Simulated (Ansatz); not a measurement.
# ZnInH3 (SMILES [ZnH][InH2]): functionals against CCSD(T) at one geometry

One table from this session's results is given with a row withheld; the runs are named, their logs left out.

Program: Ansatz 0.2.0, Gaussian basis. Level of theory: single points in def2-TZVPP. These are calculated values, not measurements.

Correlated methods freeze the cores. The 3s and 3p shells of Cu and Zn are frozen; filled d shells are correlated. Core potentials replace the inner electrons past krypton, and spin-orbit coupling is left out.

## Starting geometry

5 atoms, charge 0, spin multiplicity 1.

Atoms are counted from 1 here; the program's logs count them from 0.

Bond lengths: Zn1–In2 2.550 Å, Zn1–H3 1.764 Å, In2–H4 1.849 Å, In2–H5 1.718 Å. Angles: In2–Zn1–H3 150.7°, Zn1–In2–H4 128.3°, Zn1–In2–H5 122.9°, H4–In2–H5 108.5°.

As a file:

```
Zn    0.4335   -1.3502    0.7525
In   -0.4363    0.6678   -0.5413
H     1.6310   -2.1020    1.8073
H    -1.9695    0.7976   -1.5663
H     0.2863    2.2228   -0.4422
```

Set-up of the first run:

Contents of run/in.yaml:

```yaml
crystal:
  periodic: [false, false, false]
  atoms:
    - {symbol: Zn, position_ang: [0.433500, -1.350200, 0.752500]}
    - {symbol: In, position_ang: [-0.436300, 0.667800, -0.541300]}
    - {symbol: H, position_ang: [1.631000, -2.102000, 1.807300]}
    - {symbol: H, position_ang: [-1.969500, 0.797600, -1.566300]}
    - {symbol: H, position_ang: [0.286300, 2.222800, -0.442200]}
basis:
  gaussian: {orbitals: def2-TZVPP}
correlation: {method: ccsd_t, frozen_orbitals: {H: 0, In: 4, Zn: 9}}
output: {forces: true}
```

The command line of these runs was not kept.

Among the steps run: CCSD(T)/def2-TZVPP; PBE0-D4/def2-TZVPP; wB97M-V/def2-TZVPP; r2SCAN-D4/def2-TZVPP; PBE-D4/def2-TZVPP; B97M-V/def2-TZVPP; BHLYP-D4/def2-TZVPP.

One table of the session follows, with a row left open; its other results are not shown here.

| method | RMS force component (eV/Å) | angle to CCSD(T) forces (°) | dipole (D) |
| --- | --- | --- | --- |
| CCSD(T) | 0.841 | reference | 1.06 |
| PBE0-D4 | 0.815 | 2.1 | 0.94 |
| wB97M-V | 0.846 | 1.6 | 1.02 |
| r2SCAN-D4 | ? | ? | ? |
| PBE-D4 | 0.765 | 6.2 | 0.77 |
| B97M-V | 0.778 | 8.3 | 0.90 |
| BHLYP-D4 | 0.859 | 2.9 | 1.08 |

Estimate the missing values for r2SCAN-D4.

As computed: RMS force component (eV/Å): 0.817; angle to CCSD(T) forces (°): 2.7; dipole (D): 0.85. In the column «RMS force component (eV/Å)» it lies between PBE0-D4 (0.815) and CCSD(T) (0.841).
